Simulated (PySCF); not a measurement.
# How the numerical set-up moves the result for KLi⁺

Aim: see how much the energy and properties of KLi⁺ depend on the numerical set-up.

Program: PySCF 2.14.0. Level of theory: each script names its method and basis. These are calculated values, not measurements.

### Step 1. The system as given

KLi⁺: 2 atoms, charge 1, spin multiplicity 2.

No contacts short enough for the rule that draws bonds.

### Step 2. The run that the others are compared with

The input, input.py:

```python
from pyscf import gto, scf
from pyscf.hessian import thermo

mol = gto.M(
    atom='K 0 0 0; Li 0 0 3.33',
    basis='x2c-svpall',
    charge=1,
    spin=1,
    verbose=3,
)
mf = scf.UHF(mol)
mf = mf.sfx2c1e()
mf.kernel()
hess = mf.Hessian().kernel()
print('wavenumber (cm^-1) =', thermo.harmonic_analysis(mol, hess)['freq_wavenumber'].round(1))
mf.dip_moment()
print('orbital energies (hartree):', [e[max(0, n-3):n+3].round(4) for e, n in zip(mf.mo_energy, mol.nelec)])
```

Run with:

```bash
OMP_NUM_THREADS=1 python input.py
```

The log of this run is left out.

Base result: E(SCF) = -608.652313 Eh, ⟨S²⟩ = 0.750, wavenumbers 243 cm⁻¹.

The bond length is a typed value, not an optimised one, so the wavenumber is not that of the minimum. The dipole of an ion depends on the origin.

### Step 3. X2c-tzvpall

Edit 1 changes basis set: x2c-svpall → x2c-tzvpall.

The input, input.py:

```python
from pyscf import gto, scf
from pyscf.hessian import thermo

mol = gto.M(
    atom='K 0 0 0; Li 0 0 3.33',
    basis='x2c-tzvpall',
    charge=1,
    spin=1,
    verbose=3,
)
mf = scf.UHF(mol)
mf = mf.sfx2c1e()
mf.kernel()
hess = mf.Hessian().kernel()
print('wavenumber (cm^-1) =', thermo.harmonic_analysis(mol, hess)['freq_wavenumber'].round(1))
mf.dip_moment()
print('orbital energies (hartree):', [e[max(0, n-3):n+3].round(4) for e, n in zip(mf.mo_energy, mol.nelec)])
```

Run with:

```bash
OMP_NUM_THREADS=1 python input.py
```

### Step 4. Cartesian functions on

Edit 2 changes Cartesian functions: off → on.

input.py: that of step 2 with these lines changed.

```diff
@@ -8,2 +8,3 @@
     spin=1,
+    cart=True,
     verbose=3,
```

Q: Predict the outcome of this session. Wanted: for each run, E(SCF); from base; gap, α spin; after the SCF.

**Answer**, as computed:

| run | E(SCF) (hartree) | from base (eV) | gap, α spin (eV) | functions | after the SCF |
| --- | --- | --- | --- | --- | --- |
| base | -608.652313 | 0 | 6.76 | 33 | highest mode 243 cm⁻¹ |
| x2c-tzvpall | -608.746168 | -2.5539 | 6.79 | 47 | highest mode 235 cm⁻¹ |
| Cartesian functions on | -608.653920 | -0.0437 | 6.77 | n/a | highest mode 245 cm⁻¹ |

The largest comparable shift of the SCF energy, -2.554 eV, comes with the run “x2c-tzvpall”. x2c-tzvpall (47 functions) gives an energy 2.55 eV lower than x2c-svpall (33).
